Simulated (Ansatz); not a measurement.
**GaH₆OSbSi: one species, many methods**

Aim: compute GaH₆OSbSi with functionals from several rungs and with coupled cluster. The yardstick is the atomisation energy at the CCSD(T) limit.

Method: functionals in def2-TZVPP, the program's frozen cores in correlated methods; program: Ansatz 0.2.0, Gaussian basis.

The runs, in order: LDA (SPW92), PBE-D4, revPBE-D4, BLYP-D4, r2SCAN-D4, B97M-V, PBE0-D4, B3LYP-D4, r2SCANh-D4, r2SCAN0-D4, HSE06-D4, BHLYP-D4, CAM-B3LYP-D4, LC-ωPBE, ωB97X-V, ωB97M-V, B2PLYP, PBE-QIDH; CCSD(T)/def2-SVP; CCSD(T)/def2-TZVPP; MP2/def2-QZVPP; extrapolation to the limit; RPA on PBE.

### Step 1. The geometry

All runs share one geometry, relaxed beforehand with PBE0-D4 in a triple-zeta def2 set. Sb takes the def2 core potential; no spin-orbit term is included.

SMILES `[SiH3][GaH][O][SbH2]`, 10 atoms, charge 0, spin multiplicity 1.

Atoms are counted from 1 here; the program's logs count them from 0.

Bond lengths: Si1–Ga2 2.416 Å, Si1–H5 1.489 Å, Si1–H6 1.488 Å, Si1–H7 1.489 Å, Ga2–O3 1.792 Å, Ga2–H8 1.568 Å, O3–Sb4 1.954 Å, Sb4–H9 1.724 Å, Sb4–H10 1.727 Å. Angles: Ga2–Si1–H5 110.6°, Ga2–Si1–H6 111.1°, Ga2–Si1–H7 110.5°, H5–Si1–H6 108.3°, H5–Si1–H7 108.0°, H6–Si1–H7 108.3°, Si1–Ga2–O3 117.1°, Si1–Ga2–H8 130.2°, O3–Ga2–H8 112.6°, Ga2–O3–Sb4 129.8°, O3–Sb4–H9 96.8°, O3–Sb4–H10 96.9°, H9–Sb4–H10 89.3°.

Geometry (Å):

```csv
atom,x (Å),y (Å),z (Å)
Si1,-1.2760,0.6100,-0.7854
Ga2,-0.4140,-1.4700,0.0901
O3,1.2415,-1.4443,0.7768
Sb4,2.4934,0.0439,0.9652
H5,-2.7191,0.4759,-1.1274
H6,-1.1304,1.7094,0.2069
H7,-0.5447,0.9982,-2.0231
H8,-1.0708,-2.8921,0.1520
H9,1.5491,0.9656,2.0740
H10,1.8708,1.0033,-0.3291
```

### Step 2. LDA

This LDA is Slater exchange with PW92 correlation.

in.yaml reads:

```yaml
crystal:
  periodic: [false, false, false]
  atoms:
    - {symbol: Si, position_ang: [-1.275961, 0.610009, -0.785418]}
    - {symbol: Ga, position_ang: [-0.413968, -1.470005, 0.090100]}
    - {symbol: O, position_ang: [1.241509, -1.444261, 0.776771]}
    - {symbol: Sb, position_ang: [2.493407, 0.043948, 0.965185]}
    - {symbol: H, position_ang: [-2.719105, 0.475893, -1.127384]}
    - {symbol: H, position_ang: [-1.130420, 1.709406, 0.206862]}
    - {symbol: H, position_ang: [-0.544694, 0.998229, -2.023098]}
    - {symbol: H, position_ang: [-1.070755, -2.892146, 0.152025]}
    - {symbol: H, position_ang: [1.549139, 0.965632, 2.074008]}
    - {symbol: H, position_ang: [1.870838, 1.003294, -0.329050]}
basis:
  gaussian: {orbitals: def2-TZVPP}
hamiltonian: {xc: lda}
output: {orbitals: {seedname: orbitals}}
```

Started as:

```
ansatz run in.yaml --threads 4 --pin off --events-out ev --progress --plain --max-ram 10444MiB
```

The runs that follow: PBE-D4 (GGA); revPBE-D4 (GGA); BLYP-D4 (GGA); r2SCAN-D4 (meta-GGA); B97M-V (meta-GGA); B3LYP-D4 (hybrid); r2SCANh-D4 (hybrid); r2SCAN0-D4 (hybrid); HSE06-D4 (hybrid); BHLYP-D4 (hybrid); CAM-B3LYP-D4 (range-separated); LC-ωPBE (range-separated); ωB97X-V (range-separated); ωB97M-V (range-separated); B2PLYP (double hybrid); PBE-QIDH (double hybrid); CCSD(T) in def2-SVP; CCSD(T) in def2-TZVPP; MP2 in def2-QZVPP; RPA on PBE orbitals.

Q: Predict the results of all the runs planned. Wanted: atomisation energy, CCSD(T)/CBS; farthest beyond LDA; mean size of error, GGA; mean size of error, meta-GGA; mean size of error, hybrid; mean size of error, range-separated; mean size of error, double hybrid; gap, smallest and largest; T1 diagnostic.

**Answer**, as computed:

```
                               quantity                                               value
        atomisation energy, CCSD(T)/CBS                                      638.2 kcal/mol
functionals within 6.4 kcal/mol (1.0 %)  r2SCAN-D4, B97M-V, B3LYP-D4, CAM-B3LYP-D4, ωB97X-V
                    farthest beyond LDA                           BHLYP-D4 (-22.1 kcal/mol)
                mean size of error, GGA                                       11.2 kcal/mol
           mean size of error, meta-GGA                                        5.7 kcal/mol
             mean size of error, hybrid                                       15.6 kcal/mol
    mean size of error, range-separated                                        8.2 kcal/mol
      mean size of error, double hybrid                                       18.2 kcal/mol
              gap, smallest and largest           3.66 eV (LDA (SPW92)), 10.20 eV (LC-ωPBE)
                          T1 diagnostic                                              0.0160
triples share of the correlation energy                                               3.5 %
```

The LDA atomisation energy is off by 84.9 kcal/mol (13 %): it overbinds. PBE-D4 is off by -6.5 kcal/mol. Double hybrids carry the basis error of their MP2 part in triple zeta, and no dispersion term here, so their miss is partly the set-up's. Taken by rung, meta-GGA functionals do best (5.7 kcal/mol on average) and double hybrid ones worst beyond LDA (18.2 kcal/mol). hybrid functionals lie within the reference's doubt of that worst mean (15.6 kcal/mol), so those two tie. The gap between the best rungs is small, so their order is not settled. Misses under about 6.4 kcal/mol are within the doubt on the reference itself, which lacks core-valence correlation, spin-orbit coupling and higher excitations, and its outer-core shells are covered unevenly. All levels share the lack of spin-orbit coupling, which lowers the free heavy atoms and so the true binding. Hartree-Fock recovers 68 % of the binding; the rest is correlation. CCSD(T) in def2-SVP is off by -59.4 kcal/mol, more than most functionals: a good method in a small basis is no reference. The gap grows from 3.7 to 10.2 eV across the functionals, mostly with the share of exact exchange. Correlated methods include outer-core shells of Ga, Sb, which these sets cover unevenly.
